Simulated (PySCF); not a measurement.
# C₅H₇ClO: magnetic properties

Wanted: magnetic properties for C₅H₇ClO (`CC(=O)C/C=C/Cl`).

Programs: PySCF 2.14.0, with routines of our own; each step states its level. All values are computed. Atoms count from 0.

## (1) The starting structure

14 atoms, charge 0, multiplicity 1; geometry from: GFN2-xTB.

## (2) Magnetic properties: GIAO BHandHLYP/pcSseg-1

Job settings and geometry (Å):

```
{"job": {"kind": "mag", "xc": "BHandHLYP", "basis": "pcSseg-1", "isotopologues": 2}, "charge": 0, "multiplicity": 1}
C     -1.551930     0.832675     0.598755
C     -1.272296    -0.639695     0.696258
O     -2.046826    -1.426926     1.172425
C      0.072671    -1.111355     0.142318
C      0.981743    -0.034656    -0.343798
C      2.063566     0.346701     0.315138
Cl     3.104300     1.598657    -0.244095
H     -1.637925     1.112765    -0.449538
H     -0.729660     1.398095     1.030725
H     -2.480737     1.070159     1.111024
H      0.551533    -1.694891     0.931664
H     -0.156784    -1.802005    -0.674374
H      0.721734     0.443373    -1.277186
H      2.379934    -0.093369     1.248544
```

With the program's defaults for keys left out, this is: GIAO BHandHLYP/pcSseg-1 magnetisability, rotational g tensor and spin-rotation constants, non-relativistic, gas phase.

Started as:

```bash
> OMP_NUM_THREADS=1 python excited_run.py task.json out
```

This one command runs all jobs of the session in turn.

The program printed:

```text
coarse grid: 12480 points
cycle   1  E = -729.7479514316  dE =  1.164e+00  |g| = 7.932e-01  |ddm| = 3.344e+00
cycle   2  E = -729.6080733914  dE =  1.399e-01  |g| = 1.224e+00  |ddm| = 1.812e+00
cycle   3  E = -729.8826630590  dE = -2.746e-01  |g| = 8.435e-02  |ddm| = 1.233e+00
cycle   4  E = -729.8838549150  dE = -1.192e-03  |g| = 5.520e-02  |ddm| = 1.057e-01
cycle   5  E = -729.8845583576  dE = -7.034e-04  |g| = 1.453e-02  |ddm| = 5.470e-02
cycle   6  E = -729.8846102982  dE = -5.194e-05  |g| = 3.734e-03  |ddm| = 1.534e-02
cycle   7  E = -729.8846143953  dE = -4.097e-06  |g| = 1.205e-03  |ddm| = 6.193e-03
final grid: 116600 points
cycle   8  E = -729.9255090351  dE = -1.735e-05  |g| = 3.648e-03  |ddm| = 1.616e-02
cycle   9  E = -729.9255082550  dE =  7.801e-07  |g| = 4.308e-03  |ddm| = 5.890e-03
cycle  10  E = -729.9255120707  dE = -3.816e-06  |g| = 6.770e-04  |ddm| = 3.731e-03
cycle  11  E = -729.9255121521  dE = -8.132e-08  |g| = 1.591e-04  |ddm| = 5.580e-04
cycle  12  E = -729.9255121571  dE = -5.023e-09  |g| = 5.005e-05  |ddm| = 2.032e-04
cycle  13  E = -729.9255121577  dE = -6.441e-10  |g| = 1.724e-05  |ddm| = 6.744e-05
converged SCF energy = -729.9255121577

Magnetisability tensor (1e-30 J/T^2)
    -1076.62       43.70      -22.25
       43.70    -1081.89      -88.51
      -22.25      -88.51    -1092.31
isotropic -1083.61   principal values   -1177.90  -1096.74   -976.18
isotropic susceptibility -65.256 1e-6 cm^3/mol

Inertial axes            a          b          c
rot. const./GHz      6.5831     0.8277     0.7676
chi total           -61.626    -67.547    -66.596
chi diamagnetic    -295.673  -1424.559  -1546.871
chi paramagnetic    234.047   1357.013   1480.275
quadrupole/D A      -19.970      8.866     11.104
g nuclear            0.6564     0.5149     0.5212
g electronic        -0.7238    -0.5277    -0.5338
g total             -0.0674    -0.0128    -0.0127

Spin-rotation constants (kHz, H = +C I.J)
atom  isotope        aa         bb         cc
  6   35Cl        0.871      0.194      0.241
  7     1H       -0.777     -0.078      0.010
  8     1H       -0.134     -0.077     -0.055
  9     1H       -0.245     -0.040     -0.082
 10     1H       -0.766     -0.035     -0.018
 11     1H       -0.668     -0.049     -0.016
 12     1H       -0.618     -0.062      0.037
 13     1H       -0.682     -0.060      0.036
  0    13C*       1.197      0.110      0.131
  1    13C*       3.320      0.464      0.188
  2    17O*      -6.709     -0.578     -0.085
  3    13C*       1.151      0.145      0.154
  4    13C*       2.508      0.196      0.283
  5    13C*       2.438      0.218      0.257
* in the singly substituted isotopologue

Isotopologues: g along a, b, c
2H    at 7,8,9,10,11,12    -0.0517    -0.0124    -0.0120
13C   at 0                 -0.0655    -0.0127    -0.0126
```

Wall time 39 s (1 thread of Arm Neoverse N1, shared host); peak memory 0.75 GiB.

Key values:

| quantity | value |
| --- | --- |
| magnetisability | -1084·10⁻³⁰ J/T² |
| molar susceptibility | -65.3·10⁻⁶ cm³/mol |
| rotational g (a, b, c) | -0.0674, -0.0128, -0.0127 |

## (3) Magnetic properties: common gauge origin OPBE/6-31G

Settings changed since step 2:

```diff
@@ -1,2 +1,2 @@
-{"job": {"kind": "mag", "xc": "BHandHLYP", "basis": "pcSseg-1", "isotopologues": 2}, "charge": 0, "multiplicity": 1}
+{"job": {"kind": "mag", "xc": "OPBE", "basis": "6-31G", "gauge": [0, 0, 0], "scf": {"level_shift": 0.1}}, "charge": 0, "multiplicity": 1}
 C     -1.551930     0.832675     0.598755
```

Method: common gauge origin OPBE/6-31G magnetisability, rotational g tensor and spin-rotation constants, non-relativistic, gas phase.

The program printed:

```text
final grid: 116600 points
cycle   1  E = -729.7216724816  dE =  8.946e-01  |g| = 8.656e-01  |ddm| = 3.693e+00
cycle   2  E = -729.0817379928  dE =  6.399e-01  |g| = 1.956e+00  |ddm| = 3.851e+00
cycle   3  E = -729.8644989181  dE = -7.828e-01  |g| = 3.285e-01  |ddm| = 2.485e+00
cycle   4  E = -729.8912060577  dE = -2.671e-02  |g| = 9.654e-02  |ddm| = 4.211e-01
cycle   5  E = -729.8934799358  dE = -2.274e-03  |g| = 2.240e-02  |ddm| = 1.209e-01
cycle   6  E = -729.8936037011  dE = -1.238e-04  |g| = 8.972e-03  |ddm| = 3.182e-02
cycle   7  E = -729.8936215773  dE = -1.788e-05  |g| = 3.016e-03  |ddm| = 1.320e-02
cycle   8  E = -729.8936238814  dE = -2.304e-06  |g| = 5.089e-04  |ddm| = 4.082e-03
cycle   9  E = -729.8936239450  dE = -6.357e-08  |g| = 2.171e-04  |ddm| = 1.065e-03
cycle  10  E = -729.8936239596  dE = -1.464e-08  |g| = 2.449e-05  |ddm| = 2.923e-04
cycle  11  E = -729.8936239600  dE = -3.602e-10  |g| = 1.377e-05  |ddm| = 8.306e-05
level shift removed, Fock matrix diagonalised once more
converged SCF energy = -729.8936239600

Magnetisability tensor (1e-30 J/T^2)
    -6115.33     5754.53    -2844.65
     5754.53   -14682.58    -1144.72
    -2844.65    -1144.72   -17782.43
isotropic -12860.11   principal values  -18467.10 -17503.73  -2609.50
isotropic susceptibility -774.454 1e-6 cm^3/mol

Inertial axes            a          b          c
rot. const./GHz      6.5831     0.8277     0.7676
chi total          -157.480  -1056.364  -1109.518
chi diamagnetic    -293.270  -1421.712  -1543.860
chi paramagnetic    135.789    365.348    434.342
quadrupole/D A      -19.376      8.707     10.668
g nuclear            0.6564     0.5149     0.5212
g electronic        -0.4200    -0.1421    -0.1566
g total              0.2365     0.3729     0.3645

Spin-rotation constants (kHz, H = +C I.J)
atom  isotope        aa         bb         cc
  6   35Cl        1.074      0.236      0.274
  7     1H       -0.193     -0.417     -0.291
  8     1H       -0.112     -0.794     -0.693
  9     1H        1.148      0.169      0.246
 10     1H       -0.054     -0.513     -0.309
 11     1H        0.489     -0.282     -0.170
 12     1H       -0.374     -0.524     -0.543
 13     1H        0.332     -0.499     -0.445
  0    13C*       0.703     -0.015     -0.003
  1    13C*       2.273      0.268     -0.080
  2    17O*      -5.981     -0.687     -0.134
  3    13C*       0.567     -0.063     -0.039
  4    13C*       1.790     -0.067      0.015
  5    13C*       1.820     -0.096     -0.015
* in the singly substituted isotopologue
```

Run time: 14 s. Hardware: 1 thread of Arm Neoverse N1, shared host; peak memory 0.45 GiB.

The run ended normally, but its values are not to be used for the molecule: a common gauge origin replaces GIAOs, so the magnetic properties depend on where the origin lies.

## (4) What came out

| quantity | value |
| --- | --- |
| magnetisability (step 2, GIAO BHandHLYP/pcSseg-1) | -1084·10⁻³⁰ J/T² |
| molar susceptibility (step 2, GIAO BHandHLYP/pcSseg-1) | -65.3·10⁻⁶ cm³/mol |
| rotational g (a, b, c) (step 2, GIAO BHandHLYP/pcSseg-1) | -0.0674, -0.0128, -0.0127 |
| runs | 0 failed, 1 ended on unsound input |

In words: The values above hold for this geometry and these levels alone. Vibrational averaging and real surroundings are missing from these values.
